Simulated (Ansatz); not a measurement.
# C4H12OSi: basis-set convergence

How large a basis does C4H12OSi need? Two functionals are run in growing sets.

Computed with Ansatz 0.2.0, Gaussian basis. Level: one geometry, several basis sets.

Plan: PBE0-D4/def2-SVP; ωB97M-V/def2-SVP; PBE0-D4/def2-QZVPP; ωB97M-V/def2-QZVPP; the functionals' def2-TZVPP values are taken from earlier runs.

1 further run of the same task is left out (it didn't finish).

## (1) The geometry

The geometry comes from an earlier relaxation with PBE0-D4 in a triple-zeta def2 set; it is a stationary point, not always the lowest conformer.

SMILES `CC(C)(C)O[SiH3]`, 18 atoms, charge 0, spin multiplicity 1.

Atoms are counted from 1 here; the program's logs count them from 0.

Bond lengths: C1–C2 1.521 Å, C1–H7 1.092 Å, C1–H8 1.093 Å, C1–H9 1.092 Å, C2–C3 1.519 Å, C2–C4 1.521 Å, C2–O5 1.430 Å, C3–H10 1.092 Å, C3–H11 1.092 Å, C3–H12 1.092 Å, C4–H13 1.092 Å, C4–H14 1.092 Å, C4–H15 1.093 Å, O5–Si6 1.637 Å, Si6–H16 1.490 Å, Si6–H17 1.482 Å, Si6–H18 1.490 Å. Angles: C2–C1–H7 110.3°, C2–C1–H8 111.2°, C2–C1–H9 110.5°, H7–C1–H8 108.3°, H7–C1–H9 108.5°, H8–C1–H9 107.9°, C1–C2–C3 110.5°, C1–C2–C4 110.8°, C1–C2–O5 109.7°, C3–C2–C4 110.5°, C3–C2–O5 105.5°, C4–C2–O5 109.7°, C2–C3–H10 110.2°, C2–C3–H11 110.8°, C2–C3–H12 110.2°, H10–C3–H11 108.7°, H10–C3–H12 108.3°, H11–C3–H12 108.7° and more.

## (2) PBE0-D4 in def2-SVP

Input file in.yaml:

```yaml
crystal:
  periodic: [false, false, false]
  atoms:
    - {symbol: C, position_ang: [0.080617, -1.541435, 0.092048]}
    - {symbol: C, position_ang: [0.374802, -0.082745, -0.224348]}
    - {symbol: C, position_ang: [1.860522, 0.120441, -0.465100]}
    - {symbol: C, position_ang: [-0.428832, 0.381070, -1.429942]}
    - {symbol: O, position_ang: [0.056141, 0.729103, 0.908822]}
    - {symbol: Si, position_ang: [-1.375412, 0.963678, 1.667685]}
    - {symbol: H, position_ang: [0.623857, -1.852591, 0.986693]}
    - {symbol: H, position_ang: [-0.986582, -1.701832, 0.264870]}
    - {symbol: H, position_ang: [0.385775, -2.181737, -0.738448]}
    - {symbol: H, position_ang: [2.069659, 1.173801, -0.660925]}
    - {symbol: H, position_ang: [2.198350, -0.468096, -1.320796]}
    - {symbol: H, position_ang: [2.429604, -0.184236, 0.415216]}
    - {symbol: H, position_ang: [-0.249855, 1.441285, -1.620358]}
    - {symbol: H, position_ang: [-0.142781, -0.183539, -2.320003]}
    - {symbol: H, position_ang: [-1.500565, 0.236612, -1.271301]}
    - {symbol: H, position_ang: [-1.939758, -0.299566, 2.220381]}
    - {symbol: H, position_ang: [-1.088549, 1.902247, 2.777821]}
    - {symbol: H, position_ang: [-2.404292, 1.558838, 0.769484]}
basis:
  gaussian: {orbitals: def2-SVP}
hamiltonian: {xc: pbe0, dispersion: d4}
output: {orbitals: {seedname: orbitals}}
```

On the command line:

```bash
ansatz run in.yaml --threads 4 --pin off --events-out ev --progress --plain --max-ram 11315MiB
```

Further steps of the session: ωB97M-V in def2-SVP; PBE0-D4 in def2-QZVPP; ωB97M-V in def2-QZVPP.

Before running them: what should the planned runs give, taken together? Wanted: PBE0-D4: double and triple zeta above quadruple; ωB97M-V: double and triple zeta above quadruple.

**Answer**, as computed:

| quantity | value |
| --- | --- |
| PBE0-D4: double and triple zeta above quadruple | 10.65, 0.64 eV |
| ωB97M-V: double and triple zeta above quadruple | 11.04, 0.61 eV |

In words: PBE0-D4 gains 10.01 eV from double to triple zeta, then 0.64 eV more. These are total energies; as a rule much of such shifts cancels in differences, which this series doesn't test. The LUMO of ωB97M-V is positive and keeps falling with the basis (2.76 to 1.57 eV): an unbound level that the basis holds in place.
